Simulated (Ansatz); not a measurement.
**In₂N₂H₈: a ladder of functionals and wavefunction methods**

Aim: compute In₂N₂H₈ with functionals from several rungs and with coupled cluster. The yardstick is the atomisation energy at the CCSD(T) limit.

Computed with Ansatz 0.2.0, Gaussian basis. Level: functionals in def2-TZVPP, the program's frozen cores in correlated methods.

The runs, in order: LDA (SPW92), PBE-D4, revPBE-D4, BLYP-D4, r2SCAN-D4, B97M-V, PBE0-D4, B3LYP-D4, r2SCANh-D4, r2SCAN0-D4, HSE06-D4, BHLYP-D4, CAM-B3LYP-D4, LC-ωPBE, ωB97X-V, ωB97M-V, B2PLYP, PBE-QIDH; CCSD(T)/def2-SVP; CCSD(T)/def2-TZVPP; MP2/def2-QZVPP; extrapolation to the limit; RPA on PBE.

## Step 1: The relaxed structure

The geometry comes from an earlier relaxation with PBE0-D4 in a triple-zeta def2 set; it is a stationary point, not always the lowest conformer. In takes the def2 core potential; no spin-orbit term is included.

SMILES `[NH2+]1[InH2-][NH2+][InH2-]1`, 12 atoms, charge 0, spin multiplicity 1.

Atoms are counted from 1 here; the program's logs count them from 0.

Bond lengths: N1–In2 2.218 Å, N1–In4 2.218 Å, N1–H5 1.013 Å, N1–H6 1.013 Å, In2–N3 2.218 Å, In2–H7 1.721 Å, In2–H8 1.721 Å, N3–In4 2.218 Å, N3–H9 1.013 Å, N3–H10 1.013 Å, In4–H11 1.721 Å, In4–H12 1.721 Å. Angles: In2–N1–In4 96.7°, In2–N1–H5 113.5°, In2–N1–H6 113.5°, In4–N1–H5 113.5°, In4–N1–H6 113.5°, H5–N1–H6 106.3°, N1–In2–N3 83.3°, N1–In2–H7 108.3°, N1–In2–H8 108.3°, N3–In2–H7 108.3°, N3–In2–H8 108.3°, H7–In2–H8 130.2°, In2–N3–In4 96.7°, In2–N3–H9 113.5°, In2–N3–H10 113.5°, In4–N3–H9 113.5°, In4–N3–H10 113.5°, H9–N3–H10 106.3° and more.

## Step 2: LDA

This LDA is Slater exchange with PW92 correlation.

in.yaml

```yaml
crystal:
  periodic: [false, false, false]
  atoms:
    - {symbol: N, position_ang: [-0.965205, 0.394779, -1.042654]}
    - {symbol: In, position_ang: [1.252324, 0.340969, -1.030197]}
    - {symbol: N, position_ang: [0.965225, -0.394296, 1.042821]}
    - {symbol: In, position_ang: [-1.252314, -0.341016, 1.030173]}
    - {symbol: H, position_ang: [-1.379668, -0.206317, -1.745452]}
    - {symbol: H, position_ang: [-1.345936, 1.320854, -1.198955]}
    - {symbol: H, position_ang: [1.832499, 1.959005, -0.955042]}
    - {symbol: H, position_ang: [1.766560, -0.979629, -2.005923]}
    - {symbol: H, position_ang: [1.379731, 0.206726, 1.745643]}
    - {symbol: H, position_ang: [1.345913, -1.320411, 1.199053]}
    - {symbol: H, position_ang: [-1.831612, -1.959372, 0.954067]}
    - {symbol: H, position_ang: [-1.767517, 0.978728, 2.006457]}
basis:
  gaussian: {orbitals: def2-TZVPP}
hamiltonian: {xc: lda}
output: {orbitals: {seedname: orbitals}}
```

The run is started by

```sh
> ansatz run in.yaml --threads 4 --pin off --events-out ev --progress --plain --max-ram 11315MiB
```

The runs that follow: PBE-D4 (GGA); revPBE-D4 (GGA); BLYP-D4 (GGA); r2SCAN-D4 (meta-GGA); B97M-V (meta-GGA); PBE0-D4 (hybrid); B3LYP-D4 (hybrid); r2SCANh-D4 (hybrid); r2SCAN0-D4 (hybrid); HSE06-D4 (hybrid); BHLYP-D4 (hybrid); CAM-B3LYP-D4 (range-separated); LC-ωPBE (range-separated); ωB97X-V (range-separated); ωB97M-V (range-separated); B2PLYP (double hybrid); PBE-QIDH (double hybrid); CCSD(T) in def2-SVP; CCSD(T) in def2-TZVPP; MP2 in def2-QZVPP; RPA on PBE orbitals.

Before running them: what should the planned runs give, taken together? Wanted: atomisation energy, CCSD(T)/CBS; farthest beyond LDA; mean size of error, GGA; mean size of error, meta-GGA; mean size of error, hybrid; mean size of error, range-separated; mean size of error, double hybrid; gap, smallest and largest; T1 diagnostic.

The runs gave:

```
                               quantity                                   value
        atomisation energy, CCSD(T)/CBS                           3306.6 kJ/mol
 functionals within 33.1 kJ/mol (1.0 %)  B97M-V, CAM-B3LYP-D4, ωB97X-V, ωB97M-V
                    farthest beyond LDA               revPBE-D4 (-135.2 kJ/mol)
                mean size of error, GGA                             88.8 kJ/mol
           mean size of error, meta-GGA                             42.0 kJ/mol
             mean size of error, hybrid                             94.5 kJ/mol
    mean size of error, range-separated                             21.4 kJ/mol
      mean size of error, double hybrid                            103.6 kJ/mol
              gap, smallest and largest   4.86 eV (BLYP-D4), 11.20 eV (LC-ωPBE)
                          T1 diagnostic                                  0.0139
triples share of the correlation energy                                   3.2 %
```

What this shows: LDA overbinds by 418.2 kJ/mol (13 %). PBE-D4 is off by -49.5 kJ/mol. Double hybrids carry the basis error of their MP2 part in triple zeta, and no dispersion term here, so their miss is partly the set-up's. Taken by rung, range-separated functionals do best (21.4 kJ/mol on average) and double hybrid ones worst beyond LDA (103.6 kJ/mol). hybrid functionals lie within the reference's doubt of that worst mean (94.5 kJ/mol), so those two tie. The reference freezes the cores and leaves out spin-orbit coupling and excitations past (T), and its outer-core shells are covered unevenly, so misses under about 33.1 kJ/mol can't be ranked. All levels share the lack of spin-orbit coupling, which lowers the free heavy atoms and so the true binding. Hartree-Fock recovers 67 % of the binding; the rest is correlation. CCSD(T) in def2-SVP is off by -261.8 kJ/mol, so the small basis spoils what the method gains. Orbital gaps span 4.9 to 11.2 eV; exact exchange widens them. Correlated methods include outer-core shells of In, which these sets cover unevenly.
